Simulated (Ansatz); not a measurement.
# BSiGeH+ (doublet): the correlation ladder, cc-pVTZ

One table from this session's results is given with a row withheld; the runs are named, their logs left out.

The runs use Ansatz 0.2.0, Gaussian basis; cc-pVTZ, core rule «outside noble gas», up to 20 orbitals frozen.

The runs, in order: UHF; CCSD(T) on ROHF; CCSD(T) on UHF; BCCD(T) on ROHF; CCSDT(Q) on ROHF; CCSDT(Q) on UHF.

6 further runs of the same task are left out: 6 set aside as unsound or not needed.

**What is computed**

The geometry is a PBE0/def2-TZVP stationary point (not a proven minimum) of the parent state, kept for this charge and spin. No spin-orbit coupling is included. The filled d shell of Ge may be among the frozen orbitals whatever the setting's name suggests; the logs give the count.

4 atoms, charge 1, spin multiplicity 2.

Atoms are counted from 1 here; the program's logs count them from 0.

Bond lengths: B1–Si2 1.918 Å, B1–Ge3 2.013 Å, Si2–Ge3 2.529 Å, Si2–H4 1.633 Å, Ge3–H4 1.770 Å. Angles: Si2–B1–Ge3 80.1°, B1–Si2–Ge3 51.6°, B1–Si2–H4 95.7°, Ge3–Si2–H4 44.1°, B1–Ge3–Si2 48.3°, B1–Ge3–H4 88.3°, Si2–Ge3–H4 40.0°, Si2–H4–Ge3 95.9°.

The first run:

Contents of in.yaml:

```yaml
crystal:
  periodic: [false, false, false]
  atoms:
    - {symbol: B, position_ang: [0.000000, 1.332119, 0.648825]}
    - {symbol: Si, position_ang: [0.000000, -0.240648, 1.745819]}
    - {symbol: Ge, position_ang: [0.000000, -0.087114, -0.778595]}
    - {symbol: H, position_ang: [0.000000, -1.304472, 0.506468]}
basis:
  gaussian: {orbitals: cc-pVTZ}
total_charge: 1
magnetization: {spin_polarized: true, initial_magnetization: 1}
hamiltonian: {xc: hf}
output: {orbitals: {seedname: orbitals}}
```

Command:

```sh
$ ansatz run in.yaml --threads 1 --pin off --events-out ev --progress --plain --max-ram 4096MiB --backend cpu
```

Among the steps run: UHF; CCSD(T) on ROHF; CCSD(T) on UHF; BCCD(T) on ROHF; CCSDT(Q) on ROHF; CCSDT(Q) on UHF.

One of the session's tables, all rows but one given; the rest of the session is left out.

```
   method  from RCCSDT(Q) (kcal/mol)
     ROHF                    +206.30
     RMP2                          ?
     UMP2                     +42.39
    RCCSD                     +17.67
    UCCSD                     +18.33
 RCCSD(T)                      +2.79
 UCCSD(T)                      +4.42
  BCCD(T)                      +2.69
   RCCSDT                      +1.74
   UCCSDT                      +2.06
RCCSDT(Q)                          0
UCCSDT(Q)                      -0.17
```

Q: Estimate the row for RMP2 from the others.

As computed: from RCCSDT(Q) (kcal/mol): +35.31. In the column «from RCCSDT(Q) (kcal/mol)» it lies between UCCSD (+18.33) and UMP2 (+42.39).

Left out of the table: UHF (another determinant or state than the rows shown).

To keep in mind: The determinant is far from a pure spin state, so its energy mixes those of several spin states (harmless only where they are near-degenerate, as at dissociation). Warnings: spin contamination; coupled cluster took another determinant than the lowest. Restricted and unrestricted rows rest on different reference determinants; where their highest levels disagree by more than a few hundredths of an eV, they describe different states and don't form one ladder.
